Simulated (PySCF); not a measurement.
Runs of PySCF 2.14.0 on OGaFSH2. The cell holds a molecule in a box, 6 atoms: a = 12.000 Å, b = 12.000 Å, c = 13.000 Å, α = 90.00°, β = 90.00°, γ = 90.00°. 

```tsv
task	level	three-body dispersion term	conv_tol	grid for exchange and correlation	frozen core bands	exxdiv	gap on the mesh (eV)
atomic charges	BP86+D3	no	1e-07 Ha	Becke, atom-centred	-	-	4.66
MP2 correlation energy	HF	-	1e-08 Ha	-	16	ewald	(a)
excitation energies (Tamm-Dancoff)	PBE0	-	1e-08 Ha	Becke, atom-centred	16	ewald	6.88
atomic charges	TPSSh+D4	yes	1e-07 Ha	Becke, atom-centred	-	ewald	5.78
```

Alike in all rows: potentials or basis 6-31g* (all-electron); no spin polarisation; cell as given; k mesh 1 × 1 × 1; smearing fixed.

Fill in the values left out.

(a) 12.93.

Caveats: this is a molecule in a periodic box at the Γ point, so its band gap is the HOMO-LUMO gap; relativity is left out, which matters for the heavier elements; the basis of atomic orbitals isn't converged, which shifts pressures, moduli and gaps; the basis is small and the box finite, so much correlation energy is missing and levels can be off by tenths of an eV (some runs); the iterative solver can pass over a root and still report convergence (some runs).

A k mesh can miss the band edges, and the runs leave out spin-orbit coupling on Ga.

Runs at the PBE level aren't shown here.
